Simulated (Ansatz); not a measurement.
GaB, 2 atoms in the cell. Symmetry: P4/mmm, No. 123, tetragonal system. The conventional cell has a = 2.718 Å, b = 2.718 Å, c = 3.236 Å, α = 90.00°, β = 90.00°, γ = 90.00°. Ga (site symmetry 4/mmm) has 8 B at 2.51 Å and 4 Ga at 2.72 Å as nearest neighbours. Around B (site symmetry 4/mmm) lie 8 Ga at 2.51 Å and 4 B at 2.72 Å. The cell was built by a generator and needn't be a form met in nature.

| Quantity | Value |
| --- | --- |
| Program | Ansatz 0.2.0 |
| Task | band structure |
| Functional | HSE06 |
| Potentials or basis | Ansatz PAW |
| Cutoff | 420 eV (not typed: the program's choice for these potentials) |
| k mesh | 5 × 5 × 4 |
| Occupations | fermi-dirac, width 0.05 eV |
| Spin | no spin polarisation |
| Path | [["G", "X", "M", "G", "Z", "R", "A", "Z"], ["X", "R"], ["M", "A"]] |
| Points for each segment of the path | 4 |

Hardware: 1 × NVIDIA H100 80GB HBM3 with 2 threads of AMD EPYC 7R13 Processor (Zen 3), with other jobs on the host.

Problem. Estimate the wall time of this run.

Solution. It took 14 s on 1 × NVIDIA H100 80GB HBM3 with 2 threads of AMD EPYC 7R13 Processor (Zen 3), with other jobs on the host, peak memory 1.6 GiB. Counts: scf iterations 15, plane waves 471, k points 18, bands 14.
